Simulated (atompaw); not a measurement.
# Pseudopotential generation for Ti: PAW (atompaw), PBE

Task: generate the file, and judge it by its logarithmic derivatives, its ghosts and its cutoff.

Program: atompaw 4.2.0.5. Reference atom: PBE, scalar-relativistic, spherical and spin-unpolarised. All values are calculated.

**1. The design**

Typed settings, in words:

| Item | Value |
| --- | --- |
| element | titanium (Ti, Z = 22) |
| type | PAW |
| frozen core | [Ar] |
| valence charge | 4 |
| reference configuration | 3d2 4s2 4p0 |
| partial waves | 4s (bound): rc 3.00 bohr; 4s channel at 0.4 Ry: rc 2.15 bohr; 4p (bound, empty): rc 3.00 bohr; 4p channel at 0.55 Ry: rc 2.28 bohr; 3d (bound): rc 1.75 bohr; 3d channel at 3.1 Ry: rc 1.75 bohr |
| local potential | bessel scheme, radius 2.50 bohr |
| core correction | smooth core density matched at 2.65 bohr |
| augmentation charge | besselshape compensation charge, radius 2.65 bohr; PAW radius 3.00 bohr; waves and projectors: custom polynom vanderbiltortho |

An earlier all-electron run gives the scale for the radii.

All-electron outer shells of the reference configuration (PBE, scalar-relativistic, ld1.x):

| shell | level (eV) | outermost node (bohr) | outermost maximum (bohr) |
| --- | --- | --- | --- |
| 3s | -62.63 | 0.40 | 0.87 |
| 3p | -38.86 | 0.37 | 0.90 |
| 4s | -4.47 | 1.24 | 2.92 |
| 3d | -4.26 | – | 0.98 |
| 4p | -1.47 | 1.39 | 3.80 |

**2. Generation**

The input, Ti.input:

```
Ti 22
GGA-PBE scalarrelativistic loggrid 1500 logderivrange -2 5 176
4 4 3 0 0 0
4 1 0
3 2 2
0 0 0
c
c
c
v
c
c
v
v
2
3.00 2.65 2.50 2.65
y
0.4
n
y
0.55
n
y
3.1
n
custom polynom vanderbiltortho besselshape
bessel
3.00
2.15
3.00
2.28
1.75
1.75
PWSCFOUT
UPFDX 0.0125d0 UPFXMIN -7.d0 UPFZMESH 22.d0
END
```

Command:

```bash
$ atompaw < Ti.input > Ti.log
```

**Question.** What will these runs give? Wanted: cutoffs for 10 and 1 mRy, occupied levels; bound ghosts; largest phase difference near zero energy, channels read; lowest eigenvalue of the overlap; share of valence orbitals outside the PAW sphere; UPF file.

**Answer**, as computed:

| quantity | value |
| --- | --- |
| cutoffs for 10 and 1 mRy, occupied levels | 30 Ry and 50 Ry |
| bound ghosts | none found |
| largest phase difference near zero energy, channels read | 0.021 rad |
| lowest eigenvalue of the overlap (Bessel basis) | 0.032 (s) |
| share of valence orbitals outside the PAW sphere | 4s 60 %, 4p 84 %, 3d 9 % |
| UPF file | written |

The potential is soft on the atom: the looser tolerance needs 30 Ry. The slowest occupied level is 3d: taken alone it needs 45 Ry to come within 1 mRy, against 6 Ry or less for 4s. It is free of bound ghosts as far as tested. Near zero energy the phases of the channels with partial waves agree within 0.021 rad.
